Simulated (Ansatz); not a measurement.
3 structures of TiAl: a ranking of polymorphs by energy, run with the Python package of Ansatz (0.2.0).

`tial.py`
```python
# -*- coding: utf-8 -*-
import warnings

import ansatz as az
import numpy as np
import spglib

XC = 'r2scan'
DISPERSION = 'd3bj'
CUTOFF = 550
K_SPACING = 0.15
FILLING = 'fermi_dirac'
SMEARING_WIDTH = 0.1

PHASES = {
    'Pm-3m': (
        [(3.018, 0.0, 0.0), (0.0, 3.018, 0.0), (0.0, 0.0, 3.018)],
        [
            ('Ti', (0.5, 0.5, 0.5)),
            ('Al', (0.0, 0.0, 0.0)),
        ],
    ),
    'P4/mmm': (
        [(2.8373, 0.0, 0.0), (0.0, 2.8373, 0.0), (0.0, 0.0, 4.0591)],
        [
            ('Ti', (0.0, 0.0, 0.0)),
            ('Al', (0.5, 0.5, 0.5)),
        ],
    ),
    'P-6m2': (
        [(2.867262, 0.0, 0.0), (-1.433631, 2.483122, 0.0), (0.0, 0.0, 4.678083)],
        [
            ('Ti', (0.0, 0.0, 0.0)),
            ('Al', (1 / 3, 2 / 3, 0.5)),
        ],
    ),
}


def build(vectors, sites):
    crystal = az.Crystal(lattice=az.Lattice.of(vectors))
    for symbol, position in sites:
        crystal = crystal.atom(symbol, position)
    return crystal


def ground_state(name, crystal):
    calc = (
        crystal.calculation()
        .functional(XC, dispersion=DISPERSION)
        .basis(CUTOFF)
        .kpoints(spacing=K_SPACING)
        .occupations(FILLING, width=SMEARING_WIDTH)
        .stress()
        .band_table()
    )
    calc = calc.relax(force_tolerance=0.03, cell=True)
    return calc.run(threads=1, backend='cpu')


def space_group(outcome):
    sites = outcome.report['lattice']['sites']
    kinds = sorted({site['symbol'] for site in sites})
    cell = (outcome.lattice.cell_ang, [site['position_frac'] for site in sites], [kinds.index(site['symbol']) for site in sites])
    return spglib.get_spacegroup(cell, symprec=0.01)


def volume_per_atom(outcome):
    return abs(np.linalg.det(outcome.lattice.cell_ang)) / len(outcome.lattice.sites)


def pressure_gpa(outcome):
    return float(np.trace(outcome.report['stress_gpa']) / 3)


def main():
    warnings.simplefilter('ignore', az.DeckWarning)

    phases = {name: build(*cell) for name, cell in PHASES.items()}

    done = {name: ground_state(name, crystal) for name, crystal in phases.items()}

    energy = {name: o.report['energy_sigma0_ev'] / len(o.lattice.sites) for name, o in done.items()}
    lowest = min(energy.values())
    rows = [(name, len(o.lattice.sites), 1000 * (energy[name] - lowest), space_group(o), volume_per_atom(o), pressure_gpa(o)) for name, o in done.items()]
    rows.sort(key=lambda row: row[2])
    print('     phase       atoms  dE (meV/atom)  space group  V (A^3/atom)     P (GPa)')
    for row in rows:
        print(f'{str(row[0]):>10}  {row[1]:10d}  {row[2]:13.1f}  {str(row[3]):>11}  {row[4]:12.3f}  {row[5]:10.2f}')


if __name__ == '__main__':
    main()
```

Which of these structures comes out lowest, and how far apart are they?

By space group at the end of each run: P4/mmm (+0 meV an atom, 15.8 Å³), Pm-3m (+138 meV an atom, 15.7 Å³) and P-6m2 (+185 meV an atom, 16.2 Å³).

The run itself:

```console
$ python tial.py
     phase       atoms  dE (meV/atom)  space group  V (A^3/atom)     P (GPa)
    P4/mmm           2            0.0  P4/mmm (123)        15.763       -0.01
     Pm-3m           2          137.8  Pm-3m (221)        15.659        0.03
     P-6m2           2          184.7  P-6m2 (187)        16.211       -0.01
```

The dispersion term runs with damping parameters of another functional. Dispersion corrections can be off by several per cent in the lattices of metals, and by several GPa in the pressure at a fixed cell. Of the deposited cell: it was measured well above room temperature. Pressure is positive in compression. The cells come from databases of deposited and of computed structures, and not all need be stable phases. The ranking holds among these structures alone, at zero temperature; the ground state may be another structure. Differences under 10 to 15 meV an atom lie within the error of mesh and functional. The script silences the warnings on its input, which a real study should read. Finished in 3 min on 1 thread of Arm Neoverse V1, with other jobs on the host, peak memory 0.62 GiB.
